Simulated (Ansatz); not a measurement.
# C₂H₄AlFSi: how energies converge with the basis set

An exercise on one series of results from a longer session: the logs are not shown, and one member is left open.

Program: Ansatz 0.2.0, Gaussian basis. Level of theory: one geometry, several basis sets. These are calculated values, not measurements.

Plan: PBE0-D4/def2-SVP; ωB97M-V/def2-SVP; PBE0-D4/def2-QZVPP; ωB97M-V/def2-QZVPP; the functionals' def2-TZVPP values are taken from earlier runs.

## Structure used throughout

An earlier PBE0-D4 in a triple-zeta def2 set relaxation fixed the geometry.

SMILES `[F][Al]1[CH]=[C]1[SiH3]`, 9 atoms, charge 0, spin multiplicity 1.

Atoms are counted from 1 here; the program's logs count them from 0.

Bond lengths: F1–Al2 1.637 Å, Al2–C3 1.831 Å, Al2–C4 1.851 Å, C3–C4 1.386 Å, C3–H6 1.090 Å, C4–Si5 1.854 Å, Si5–H7 1.488 Å, Si5–H8 1.488 Å, Si5–H9 1.491 Å. Angles: F1–Al2–C3 158.1°, F1–Al2–C4 157.7°, C3–Al2–C4 44.2°, Al2–C3–C4 68.7°, Al2–C3–H6 165.7°, C4–C3–H6 125.7°, Al2–C4–C3 67.1°, Al2–C4–Si5 163.2°, C3–C4–Si5 129.7°, C4–Si5–H7 109.8°, C4–Si5–H8 109.8°, C4–Si5–H9 111.0°, H7–Si5–H8 108.1°, H7–Si5–H9 109.0°, H8–Si5–H9 109.0°.

The first run:

Contents of in.yaml:

```yaml
crystal:
  periodic: [false, false, false]
  atoms:
    - {symbol: F, position_ang: [2.604118, -2.616414, -0.653358]}
    - {symbol: Al, position_ang: [1.746034, -1.261350, -0.325559]}
    - {symbol: C, position_ang: [1.436089, 0.496039, 0.083601]}
    - {symbol: C, position_ang: [0.249840, -0.206695, -0.052862]}
    - {symbol: Si, position_ang: [-1.500487, 0.381677, 0.117855]}
    - {symbol: H, position_ang: [1.522849, 1.555798, 0.324710]}
    - {symbol: H, position_ang: [-2.189752, -0.388278, 1.187921]}
    - {symbol: H, position_ang: [-2.233628, 0.160530, -1.157536]}
    - {symbol: H, position_ang: [-1.546662, 1.832494, 0.458128]}
basis:
  gaussian: {orbitals: def2-SVP}
hamiltonian: {xc: pbe0, dispersion: d4}
output: {orbitals: {seedname: orbitals}}
```

The run is started by

```bash
ansatz run in.yaml --threads 2 --pin off --events-out ev --progress --plain --max-ram 4352MiB
```

Among the steps run: PBE0-D4 in def2-SVP; ωB97M-V in def2-SVP; PBE0-D4 in def2-QZVPP; ωB97M-V in def2-QZVPP.

One of the session's tables, all rows but one given; the rest of the session is left out.

It belongs to the step «Density functionals: the series». 

```
functional       basis  HOMO (eV)  LUMO (eV)
   PBE0-D4    def2-SVP          ?          ?
   PBE0-D4  def2-TZVPP      -6.63      -1.45
   PBE0-D4  def2-QZVPP      -6.64      -1.53
   ωB97M-V    def2-SVP      -8.69       0.41
   ωB97M-V  def2-TZVPP      -8.76       0.27
   ωB97M-V  def2-QZVPP      -8.77       0.00
```

Q: Estimate the row for PBE0-D4, def2-SVP from the others.

As computed: HOMO (eV): -6.59; LUMO (eV): -1.34. In the column «HOMO (eV)» it is the highest.
